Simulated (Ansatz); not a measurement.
# SnH4O (SMILES [OH][SnH3]): functionals against CCSD(T) at one geometry

The task here is to estimate one member of a computed series from the others.

Program: Ansatz 0.2.0, Gaussian basis. Level of theory: single points in def2-TZVPP. These are calculated values, not measurements.

Correlated methods freeze the cores. Filled d shells of the heavier atoms are correlated. Core potentials replace the inner electrons past krypton, and spin-orbit coupling is left out. B3LYP uses VWN-RPA correlation.

### Where the work starts

6 atoms, charge 0, spin multiplicity 1.

Atoms are counted from 1 here; the program's logs count them from 0.

Bond lengths: O1–Sn2 2.221 Å, O1–H3 1.268 Å, Sn2–H4 1.600 Å, Sn2–H5 1.706 Å, Sn2–H6 1.523 Å. Angles: Sn2–O1–H3 107.8°, O1–Sn2–H4 107.6°, O1–Sn2–H5 114.4°, O1–Sn2–H6 98.1°, H4–Sn2–H5 117.4°, H4–Sn2–H6 107.3°, H5–Sn2–H6 110.0°.

As a file:

```xyz
6
charge 0, multiplicity 1
O     0.85990   -0.59120    1.08230
Sn   -0.33000    0.54610   -0.40910
H     1.37080   -1.59000    0.49170
H    -1.77340   -0.13750   -0.49880
H     0.48500    0.85420   -1.87560
H    -0.48800    1.83770    0.38140
```

Set-up of the first run:

run/in.yaml reads:

```yaml
crystal:
  periodic: [false, false, false]
  atoms:
    - {symbol: O, position_ang: [0.859900, -0.591200, 1.082300]}
    - {symbol: Sn, position_ang: [-0.330000, 0.546100, -0.409100]}
    - {symbol: H, position_ang: [1.370800, -1.590000, 0.491700]}
    - {symbol: H, position_ang: [-1.773400, -0.137500, -0.498800]}
    - {symbol: H, position_ang: [0.485000, 0.854200, -1.875600]}
    - {symbol: H, position_ang: [-0.488000, 1.837700, 0.381400]}
basis:
  gaussian: {orbitals: def2-TZVPP}
correlation: {method: ccsd_t}
output: {forces: true}
```

No record of the launch command was kept for these runs.

Steps of the session up to this table: CCSD(T)/def2-TZVPP; PBE0-D4/def2-TZVPP; wB97M-V/def2-TZVPP; r2SCAN-D4/def2-TZVPP; PBE-D4/def2-TZVPP; BLYP-D4/def2-TZVPP; B3LYP-D4/def2-TZVPP.

One table of the session follows, with a row left open; its other results are not shown here.

| method | RMS force component (eV/Å) | angle to CCSD(T) forces (°) | dipole (D) |
| --- | --- | --- | --- |
| CCSD(T) | 2.368 | reference | 2.61 |
| PBE0-D4 | 2.487 | 1.7 | 2.68 |
| wB97M-V | 2.473 | 1.8 | 2.77 |
| r2SCAN-D4 | 2.407 | 1.7 | 2.57 |
| PBE-D4 | 2.317 | 4.5 | 2.42 |
| BLYP-D4 | ? | ? | ? |
| B3LYP-D4 | 2.407 | 2.6 | 2.65 |

Estimate the missing values for BLYP-D4.

As computed: RMS force component (eV/Å): 2.262; angle to CCSD(T) forces (°): 5.9; dipole (D): 2.44. In the column «RMS force component (eV/Å)» it is the lowest.
